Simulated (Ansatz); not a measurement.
Run this with the Python package of Ansatz (0.2.0) and show what comes out.

Contents of `ch5clossi.xyz`:
```text
10

O    -1.59110   -0.40880    0.46350
C    -0.62520   -0.46390   -0.55750
Si    0.95310    0.46620   -0.27850
S     1.84820   -0.05100    1.65550
Cl    0.65100    2.47860   -0.32630
H    -2.41000   -0.85520    0.13750
H    -1.03590   -0.11060   -1.49270
H    -0.35490   -1.50840   -0.68340
H     1.99140    0.17040   -1.27510
H     0.65640    0.23150    2.36010
```

`disp_ch5clossi.py`
```python
import ansatz as az

BASIS_SET = 'def2-SVP'


def main() -> None:
    geometry = az.Crystal.molecule_from_extxyz('ch5clossi.xyz')

    job = geometry.calculation().basis(gaussian=BASIS_SET)
    for name in ['pbe0', 'revpbe']:
        for correction in ('d3bj', 'd4'):
            data = job.functional(name, dispersion=correction).run(threads=1).report
            print(f'{name:8s} {correction:5s} total {data["free_energy_ev"]:.5f} eV, of which dispersion {1000 * data["dispersion"]["energy"]["ev"]:.2f} meV')


if __name__ == '__main__':
    main()
```

```console
$ python disp_ch5clossi.py
pbe0     d3bj  total -34376.30402 eV, of which dispersion -247.81 meV
pbe0     d4    total -34376.29143 eV, of which dispersion -235.23 meV
revpbe   d3bj  total -34384.27937 eV, of which dispersion -651.73 meV
revpbe   d4    total -34384.38087 eV, of which dispersion -753.23 meV
```

Notes:
- Total energies depend on the basis set; only differences at equal settings carry meaning.
- The geometry is a force-field or estimated start, not a minimum of this method, and the basis set is short of its limit. D4 holds the three-body term, and d3bj doesn't.
- Wall time of the script: 17 s on 1 thread of Arm Neoverse V1, on a shared host, peak memory 0.28 GiB.
